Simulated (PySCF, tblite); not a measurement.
# C₆H₈FPS: geometry, infrared bands and NMR shifts

Aim: predict the infrared bands and NMR shifts of C₆H₈FPS (`CCc1sc(C)pc1F`).

Computed with tblite 0.8.0 and PySCF 2.14.0, with density-fitted response routines of our own, on a single molecule in the gas phase. Atoms are numbered from 0 throughout.

**1. Starting geometry**

17 atoms, charge 0, multiplicity 1; geometry from: force field or distance geometry start.

Bonds of the start (Å): C0–C1 1.50, C1–C2 1.50, C2–S3 1.75, S3–C4 1.79, C4–C5 1.48, C4–P6 1.61, P6–C7 1.87, C7–F8 1.36, C7–C2 1.42, C0–H9 1.11, C0–H10 1.12, C0–H11 1.14, C1–H12 1.12, C1–H13 1.13, C5–H14 1.12, C5–H15 1.10, C5–H16 1.11.

**2. Geometry optimisation with GFN2-xTB**

Job settings and geometry (Å):

```
{"job": {"kind": "relax", "xc": "GFN2-xTB", "basis": "xTB"}, "charge": 0, "multiplicity": 1}
C     -2.557300     0.800700    -0.362200
C     -2.062200    -0.499800     0.192300
C     -0.578900    -0.458000     0.377200
S      0.577100     0.810300     0.038300
C      2.149100     0.101400     0.524700
C      3.431600     0.837900     0.401800
P      1.678400    -1.362400     1.010900
C     -0.161700    -1.705400     0.910400
F     -0.567800    -2.939900     1.321300
H     -2.217300     1.685300     0.209300
H     -2.340100     0.867400    -1.456900
H     -3.691900     0.773900    -0.259400
H     -2.386900    -1.295500    -0.520200
H     -2.578400    -0.704600     1.178100
H      3.254800     1.721300    -0.262800
H      4.211200     0.211800    -0.049600
H      3.833300     1.167500     1.386400
```

Started as:

```bash
$ OMP_NUM_THREADS=1 python probes_run.py task.json out
```

The driver reads the jobs from task.json and runs them one after another.

**Question.** This job is followed by: GFN2-xTB harmonic vibrations, gas phase; GIAO PBE0/pcSseg-1 NMR shielding, non-relativistic, gas phase. What will the session give for the following? strongest single infrared mode (GFN2-xTB); zero-point energy (GFN2-xTB); ¹³C shifts against TMS (PBE0/pcSseg-1); ¹H shifts against TMS (PBE0/pcSseg-1, means over atoms taken as alike); ³³S shifts against CS2 (PBE0/pcSseg-1); ³¹P shifts against H3PO4 (PBE0/pcSseg-1); ¹⁹F shifts against CFCl3 (PBE0/pcSseg-1).

The runs gave:

| quantity | value |
| --- | --- |
| strongest single infrared mode (GFN2-xTB) | 1124 cm⁻¹, 88 km/mol |
| zero-point energy (GFN2-xTB) | 78.3 kcal/mol |
| ¹³C shifts against TMS (PBE0/pcSseg-1) | 188.9, 183.8, 149.6, 24.0, 22.2, 21.7 ppm |
| ¹H shifts against TMS (PBE0/pcSseg-1, means over atoms taken as alike) | 2.98, 2.93, 1.32 ppm |
| ³³S shifts against CS2 (PBE0/pcSseg-1) | 292 ppm |
| ³¹P shifts against H3PO4 (PBE0/pcSseg-1) | 180.1 ppm |
| ¹⁹F shifts against CFCl3 (PBE0/pcSseg-1) | -129.0 ppm |

In words: The optimisation took 172 steps and gained 2.636 eV; among the close pairs (by a distance rule), C4–P6 changed most, from 1.613 to 1.711 Å. No mode is imaginary among the 45: a minimum at this level. The strongest single mode, at 1124 cm⁻¹, is spread over many atoms; the largest shares are those of C7, F8. GFN2-xTB is a fitted tight-binding method: band positions and strengths are rough. Its intensities can rank the bands wrongly. At PBE0/pcSseg-1: The widest tensor belongs to P6: span 499 ppm, with a paramagnetic part of -830 ppm. NICS(1)zz of -18 ppm above the planar ring from C2 marks a diatropic (aromatic) ring current.
